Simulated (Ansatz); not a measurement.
# Ta12HCN in Ansatz: notebook

Aim: see how the results for Ta12HCN move with the level of theory and the settings. Levels: revPBE, BLYP, r2SCAN. Tasks: projected density of states.

All numbers are computed with Ansatz 0.2.0; they aren't measurements. Logs are shortened: lines on timing, memory, paths and dates and some standing lists are left out, and cuts for length are marked.

### Step 1. The cell of the first run

The cell holds a slab with vacuum, 15 atoms: a = 5.720 Å, b = 5.720 Å, c = 24.886 Å, α = 90.00°, β = 90.00°, γ = 109.47°.

### Step 2. Projected density of states, revPBE

input.yaml reads:

```yaml
crystal:
  lattice:
    - [5.720201715, 0.0, 0.0]
    - [-1.906733905, 5.3930578966, 0.0]
    - [0.0, 0.0, 24.8861251426]
  atoms:
    - { symbol: Ta, position: [0.25, 0.25, 0.3214642679] }
    - { symbol: Ta, position: [0.25, 0.75, 0.3214642679] }
    - { symbol: Ta, position: [0.75, 0.25, 0.3214642679] }
    - { symbol: Ta, position: [0.75, 0.75, 0.3214642679] }
    - { symbol: Ta, position: [0.5, 0.5, 0.415302202] }
    - { symbol: Ta, position: [0.5, 0.0, 0.415302202] }
    - { symbol: Ta, position: [0.0, 0.5, 0.415302202] }
    - { symbol: Ta, position: [0.0, 0.0, 0.415302202] }
    - { symbol: Ta, position: [0.75, 0.75, 0.5091401361] }
    - { symbol: Ta, position: [0.75, 0.25, 0.5091401361] }
    - { symbol: Ta, position: [0.25, 0.75, 0.5091401361] }
    - { symbol: Ta, position: [0.25, 0.25, 0.5091401361] }
    - { symbol: C, position: [0.25, 0.25, 0.672970382] }
    - { symbol: "N", position: [0.25, 0.25, 0.6264745939] }
    - { symbol: H, position: [0.25, 0.25, 0.7155041229] }
hamiltonian:
  xc: revpbe
  pseudopotentials: { kind: paw }
kpoints:
  mp_grid: { grid: [5, 5, 1] }
scf:
  occupations: { method: fermi_dirac, width: 0.05 }
  n_extra_bands: 37
output:
  forces: true
  eigenvalues: true
  dos: { projected: true, de: 0.05, nscf_kmesh: { grid: [8, 8, 1] } }
  write_density: true
  write_potential: true
  elf: true
  volumetric_format: npy
efield:
  axis: 3
  dipole_correction: true
  ramp_width: 0.04
```

Potentials or basis: Ansatz PAW.

Command:

```console
ansatz run input.yaml --threads 4 --pin off --max-ram 11264MiB --backend cpu --events-out ev --progress --plain --runs-dir out
```

Output:

```text
Warning: RAYON_NUM_THREADS=4 ignored (pool sized by the plan → 4); use --threads N
scf.n_extra_bands = 37 over 83 filled bands (N_el = 166.0): the run solves 120 bands
Engine: ansatz 0.2.0, aarch64-unknown-linux-gnu
Pseudopotentials: kind: paw
Pseudopotential: Ta, paw, valence charge 13, recommended cutoff 420 eV (normal), Ta.paw.azcp
Pseudopotential: C, paw, valence charge 4, recommended cutoff 420 eV (normal), C.paw.azcp
Pseudopotential: N, paw, valence charge 5, recommended cutoff 420 eV (normal), N.paw.azcp
Pseudopotential: H, paw, valence charge 1, recommended cutoff 420 eV (normal), H.paw.azcp
Functional definition: revPBE
  parameter kappa = 1.245
  parameter beta = 0.06672455060314922
  exchange = pbe_x(kappa = kappa, mu = beta*pi^2/3)
  correlation = pbe_c(beta = beta)
Crystal: 15 atoms, lattice volume = 767.722 Å³
Basis set: ecut = 420 eV, 15063 PW (Γ), exchange–correlation on 80×80×360 points (8 copies of the dense FFT grid, shifted against one another)
Bands: 120, of which v1, the nominal top of the filled ones, is band 83 counted from 1 (82 counted from 0)
Symmetry: 4 space group operations
Space group: Cmm2 (ITA 35), of the structure as read, at distance tolerance 9.2e-5 Å
k-points: 9 of 25
Non-local potential: Ta, projectors of the file, l = 0: 3, l = 1: 2, l = 2: 2, l = 3: 1
Non-local potential: C, projectors of the file, l = 0: 2, l = 1: 2, l = 2: 1
Non-local potential: N, projectors of the file, l = 0: 2, l = 1: 2, l = 2: 1
Non-local potential: H, projectors of the file, l = 0: 2, l = 1: 1
PAW form: soft (Blöchl's): semilocal exchange-correlation on the pseudo side does not see the compensation charge
PAW frozen core: Ta, regenerated for the run's functional, and the local potential with it (the file was generated under x = pbe(κ = 0.804, μ = 0.2195149727645171), c = pbe(β = 0.06672455060314922))
PAW frozen core: C, regenerated for the run's functional, and the local potential with it (the file was generated under x = pbe(κ = 0.804, μ = 0.2195149727645171), c = pbe(β = 0.06672455060314922))
PAW frozen core: N, regenerated for the run's functional, and the local potential with it (the file was generated under x = pbe(κ = 0.804, μ = 0.2195149727645171), c = pbe(β = 0.06672455060314922))
PAW one-centre angular grid: Ta, 590 points (default); XC on 64 Gauss nodes
PAW one-centre angular grid: C, 110 points (default); XC on 64 Gauss nodes
PAW one-centre angular grid: N, 110 points (default); XC on 64 Gauss nodes
[... 20 lines left out ...]
SCF converged after 9 iterations
Free energy (F): -119937.474635 eV
Harris-Foulkes:  -119937.474635 eV  (|F-HF|=2.29e-8)
Internal energy: -119937.360301 eV  (E = F + TS)
E sigma→0 (E₀):  -119937.417468 eV
Entropy (-TS):   -0.114334 eV (-7.622 meV/atom)
Fermi energy:    3.512536 eV
Dipole field:    D = 0.131669 V/Å  (p = 0.558632 e·Å, saw-weighted, corrected)
Work function:   Φ+ = 1.4612 eV   Φ− = 4.7380 eV
Levels:          The Fermi level and band energies are counted from a zero that moves with the ramp; work functions are not
--- Per-component energies (eV) ---
  E_band       = -3697.976464
  E_kinetic    = 4593.182995
  E_local      = -163633.461761  (includes V_loc(G=0)·N_el)
  E_nonlocal   = 246.937053
  E_hartree    = 79493.034004
  E_xc         = -2723.334666
  E_vxc        = -2569.627401  (∫ρ·V_xc dr)
  E_paw        = -101089.805440  (= ΣΔE_a)
  E_vpaw       = -1369.456276  (= ΣTr[D̂ρ^β])
  E_aug_tail   = 0.000497  (compensation charges beyond the density's cutoff)
  E_efield     = 0.036777  (sawtooth field / dipole correction)
  E_vefield    = 48.377394  (∫n·V_field dr)
  E_ewald      = 63176.307012
  E_core_change = -0.256771  (= ΣΔE_core)
  E_smearing   = -0.114334  (= −TS)
  E_closure    = 0.000000  (closes the sum)
  Σ components = -119937.474635   (vs F -119937.474635, Δ=0.00e0)
--- Forces (eV/Å), atoms counted from 1 ---
  atom   1  Ta    -0.00000000     0.00000000     0.20655711
  atom   2  Ta    -0.00000000     0.00000000     0.22272710
  atom   3  Ta     0.00000000     0.00000000     0.22272710
  atom   4  Ta     0.00000000     0.00000000     0.15898116
  atom   5  Ta     0.01508961     0.02133993    -0.04705388
  atom   6  Ta    -0.02227948     0.01575397     0.03022140
  atom   7  Ta     0.02227948    -0.01575397     0.03022140
  atom   8  Ta    -0.01508961    -0.02133993    -0.04705388
  atom   9  Ta     0.00000000     0.00000000    -0.36572527
  atom  10  Ta     0.00000000     0.00000000    -0.38651644
  atom  11  Ta     0.00000000    -0.00000000    -0.38651644
  atom  12  Ta     0.00000000     0.00000000     0.60748353
  atom  13  C      0.00000000    -0.00000000    -0.06866929
  atom  14  N     -0.00000000     0.00000000    -0.77690156
  atom  15  H      0.00000000    -0.00000000     0.59936681
  max |Σ_I F_I| component: 1.51e-4 eV/Å
--- Band table (eV; the first three rows and the last of 9) ---
  k-point 0: bands = ["-64.0372", "-64.0079", "-63.9658", "-63.9580", "-63.9489", "-63.9470", "-63.9070", "-63.9022", "-63.7209", "-63.6769", "-63.6590", "-63.6213", "-30.9894", "-30.9724", "-30.9702", "-30.9277", "-30.9205", "-30.8833", "-30.8812", "-30.8797", "-30.8781", "-30.6818", "-30.6668", "-30.6446", "-30.6008", "-30.5566", "-30.5540", "-30.5312", "-30.4870", "-30.3673", "-30.3657", "-30.2213", "-30.2130", "-30.2021", "-30.1810", "-30.1282", "-30.0602", "-30.0571", "-30.0425", "-29.9779", "-29.9619", "-29.9513", "-29.9396", "-29.9338", "-29.8111", "-29.8086", "-29.8034", "-29.7578", "-16.6163", "-8.8733", "-3.8262", "-3.2431", "-2.5546", "-2.5537", "-2.0838", "-1.0552", "-0.4740", "-0.4737", "-0.3287", "-0.3280", "-0.3064", "0.0281", "0.1817", "0.4919", "0.5028", "0.5296", "1.8735", "1.9901", "1.9904", "1.9906", "1.9972", "2.0400", "2.0402", "2.0869", "2.6231", "2.7777", "3.1203", "3.2486", "3.2709", "3.4597", "3.6698", "3.8987", "4.0086", "4.0201", "4.4410", "4.5834", "4.6055", "4.7592", "4.8491", "4.9713", "5.0190", "5.3602", "5.5082", "5.5847", "5.8080", "6.0752", "6.1496", "6.1708", "6.2668", "6.6848", "6.7731", "6.8573", "6.9461", "7.0157", "7.0163", "7.1598", "7.1630", "7.2064", "7.2547", "7.3672", "7.3675", "7.4043", "7.4248", "7.5962", "7.5984", "7.7701", "7.9662", "8.0296", "8.1514", "8.1668"]
  k-point 1: bands = ["-64.0332", "-64.0023", "-63.9674", "-63.9576", "-63.9537", "-63.9440", "-63.9108", "-63.9053", "-63.7160", "-63.6783", "-63.6582", "-63.6256", "-30.9536", "-30.9367", "-30.9076", "-30.9036", "-30.8819", "-30.8683", "-30.8518", "-30.8391", "-30.8001", "-30.6696", "-30.6651", "-30.6520", "-30.5885", "-30.5852", "-30.5631", "-30.5232", "-30.4988", "-30.3795", "-30.3455", "-30.2415", "-30.2223", "-30.2101", "-30.1881", "-30.1838", "-30.1224", "-30.0577", "-30.0125", "-29.9908", "-29.9843", "-29.9822", "-29.9746", "-29.9530", "-29.8693", "-29.8647", "-29.8061", "-29.7832", "-16.6162", "-8.8726", "-3.5600", "-3.1792", "-2.5662", "-2.5545", "-1.7856", "-0.7258", "-0.7082", "-0.2887", "-0.2144", "-0.1046", "-0.0485", "0.2729", "0.3262", "0.5587", "0.8149", "0.8859", "1.8992", "1.9694", "2.0872", "2.1073", "2.1348", "2.1368", "2.2246", "2.2643", "2.4560", "2.8080", "2.9598", "3.0390", "3.0707", "3.2829", "3.6119", "3.6144", "3.7411", "4.0126", "4.1151", "4.2601", "4.3212", "4.3353", "4.4158", "4.7058", "4.9407", "5.2276", "5.3487", "5.4530", "5.5383", "5.6456", "6.0492", "6.1991", "6.3537", "6.5202", "6.5692", "6.5934", "6.8240", "6.8486", "6.8920", "6.9746", "7.1173", "7.1504", "7.2016", "7.2650", "7.3636", "7.3857", "7.5138", "7.6026", "7.6401", "7.7292", "7.7697", "8.0813", "8.1445", "8.2570"]
  k-point 2: bands = ["-64.0254", "-63.9879", "-63.9740", "-63.9681", "-63.9534", "-63.9344", "-63.9203", "-63.9110", "-63.7033", "-63.6882", "-63.6499", "-63.6367", "-30.8976", "-30.8578", "-30.8443", "-30.8417", "-30.8319", "-30.7968", "-30.7919", "-30.7438", "-30.7162", "-30.6785", "-30.6350", "-30.6084", "-30.5937", "-30.5830", "-30.4969", "-30.4769", "-30.4506", "-30.4295", "-30.4042", "-30.3770", "-30.3425", "-30.2761", "-30.2551", "-30.1290", "-30.1285", "-30.0836", "-30.0594", "-30.0441", "-30.0152", "-30.0100", "-30.0050", "-30.0028", "-29.9767", "-29.9584", "-29.8032", "-29.7966", "-16.6160", "-8.8715", "-3.3105", "-2.6036", "-2.5572", "-2.5458", "-1.5124", "-1.0456", "-0.4117", "0.0825", "0.3531", "0.4035", "0.5103", "0.6287", "0.6319", "0.8988", "1.4798", "1.6173", "1.8313", "1.8790", "1.9990", "2.0341", "2.1499", "2.1857", "2.4040", "2.5853", "2.7118", "2.7708", "2.8188", "2.8483", "2.9287", "2.9749", "3.1021", "3.2070", "3.2570", "3.4070", "3.4476", "3.4839", "3.8315", "4.0576", "4.2220", "4.7378", "4.8469", "5.0234", "5.0545", "5.2625", "5.3239", "5.4620", "5.5062", "5.8119", "5.8388", "5.9638", "6.4806", "6.5081", "6.6560", "6.6830", "6.6916", "6.7480", "6.8189", "6.8321", "6.8967", "6.9263", "7.0454", "7.0647", "7.2717", "7.4331", "7.4873", "7.7372", "7.7647", "7.9231", "7.9818", "7.9897"]
  k-point 8: bands = ["-64.0166", "-63.9743", "-63.9671", "-63.9580", "-63.9502", "-63.9471", "-63.9396", "-63.9219", "-63.6888", "-63.6768", "-63.6590", "-63.6538", "-30.8344", "-30.7659", "-30.7516", "-30.7504", "-30.7493", "-30.7398", "-30.6448", "-30.6234", "-30.6205", "-30.6159", "-30.5944", "-30.5685", "-30.5564", "-30.5467", "-30.4594", "-30.3966", "-30.3913", "-30.3854", "-30.3697", "-30.3677", "-30.3598", "-30.3279", "-30.3061", "-30.2985", "-30.2703", "-30.2545", "-30.2509", "-30.0940", "-30.0701", "-30.0501", "-30.0391", "-30.0331", "-30.0213", "-30.0082", "-29.9922", "-29.9474", "-16.6157", "-8.8702", "-3.2864", "-2.5920", "-2.5676", "-2.1762", "-0.9134", "-0.6006", "-0.0566", "-0.0525", "0.3627", "0.3779", "0.7445", "0.7659", "0.7863", "1.4944", "1.7002", "1.7086", "2.1224", "2.1226", "2.1358", "2.2033", "2.2272", "2.5926", "2.7773", "2.8626", "2.8685", "2.9865", "2.9991", "3.1270", "3.1641", "3.2333", "3.3685", "3.6325", "3.6470", "3.6874", "3.7494", "3.7598", "3.8013", "3.8257", "4.3801", "4.3819", "4.5331", "4.6901", "4.9707", "5.0115", "5.0223", "5.2040", "5.2412", "5.3057", "5.4021", "5.6688", "5.7443", "5.7540", "5.8109", "5.9435", "6.1831", "6.3558", "6.4475", "6.4980", "6.5475", "6.7949", "7.1461", "7.2010", "7.3018", "7.5116", "7.5447", "7.7484", "7.7528", "7.7929", "7.9816", "8.1484"]
```

It took 93 s on 4 threads of Arm Neoverse V2, shared host; peak memory 3.2 GiB.

Results:

```
Free energy                          : -119937.4746 eV
Largest force                        : 0.777 eV/Å
Band gap on the k mesh               : none (metal or under the smearing width)
Density of states at the Fermi level : 17.09 states/eV per cell
Work function of the upper face      : 1.46 eV
Work function of the lower face      : 4.74 eV
Dipole across the slab               : 0.559 e·Å
```

Forces on the atoms (eV/Å):
```
Ta   0.000  0.000  0.207
Ta   0.000  0.000  0.223
Ta   0.000  0.000  0.223
Ta   0.000  0.000  0.159
Ta   0.015  0.021 -0.047
Ta  -0.022  0.016  0.030
Ta   0.022 -0.016  0.030
Ta  -0.015 -0.021 -0.047
Ta   0.000  0.000 -0.366
Ta   0.000  0.000 -0.387
Ta   0.000  0.000 -0.387
Ta   0.000  0.000  0.607
C    0.000  0.000 -0.069
N    0.000  0.000 -0.777
H    0.000  0.000  0.599
```

Levels at points of the mesh, in eV from the Fermi level:
```csv
k point,band 79,band 80,band 81,band 82,band 83,band 84,band 85,band 86,band 87,band 88
"(0.00, 0.00, 0.00)",-0.24,-0.05,0.16,0.39,0.50,0.51,0.93,1.07,1.09,1.25
```

States per cell in windows of 1 eV (zero at the Fermi level; states under -8 eV left out):
| from (eV) | total | Ta 5d | Ta 6s | N 2p | C 2p | Ta 5p | H 1s |
| --- | --- | --- | --- | --- | --- | --- | --- |
| -8.0 | 0.31 | 0.00 | 0.23 | 0.04 | 0.00 | 0.00 | 0.00 |
| -7.0 | 6.59 | 0.08 | 0.91 | 3.14 | 1.77 | 0.02 | 0.05 |
| -6.0 | 1.84 | 0.20 | 1.29 | 0.13 | 0.10 | 0.04 | 0.00 |
| -5.0 | 3.60 | 1.23 | 2.19 | 0.01 | 0.00 | 0.08 | 0.00 |
| -4.0 | 9.08 | 6.28 | 2.51 | 0.01 | 0.00 | 0.13 | 0.00 |
| -3.0 | 8.72 | 7.40 | 1.11 | 0.00 | 0.00 | 0.11 | 0.00 |
| -2.0 | 16.39 | 15.46 | 0.50 | 0.00 | 0.02 | 0.17 | 0.00 |
| -1.0 | 18.82 | 16.16 | 1.69 | 0.02 | 0.04 | 0.17 | 0.00 |
| 0.0 | 12.19 | 9.69 | 1.00 | 0.06 | 0.09 | 0.10 | 0.01 |
| 1.0 | 14.38 | 8.91 | 0.63 | 1.09 | 1.33 | 0.04 | 0.16 |
| 2.0 | 13.28 | 9.29 | 0.48 | 0.35 | 0.40 | 0.03 | 0.25 |
| 3.0 | 20.75 | 15.64 | 0.45 | 0.16 | 0.11 | 0.03 | 0.12 |
| 4.0 | 14.05 | 9.78 | 0.54 | 0.05 | 0.03 | 0.01 | 0.09 |
| 5.0 | 0.00 | 0.00 | 0.00 | 0.00 | 0.00 | 0.00 | 0.00 |
| 6.0 | 0.00 | 0.00 | 0.00 | 0.00 | 0.00 | 0.00 | 0.00 |
| 7.0 | 0.00 | 0.00 | 0.00 | 0.00 | 0.00 | 0.00 | 0.00 |

Caveat: the PAW data sets come from PBE, with cores solved anew for the run's functional, which leaves a small shift of forces and pressure; the density of states is complete only up to the lowest level of the last band computed.

(Continued in part 2 of 2.)
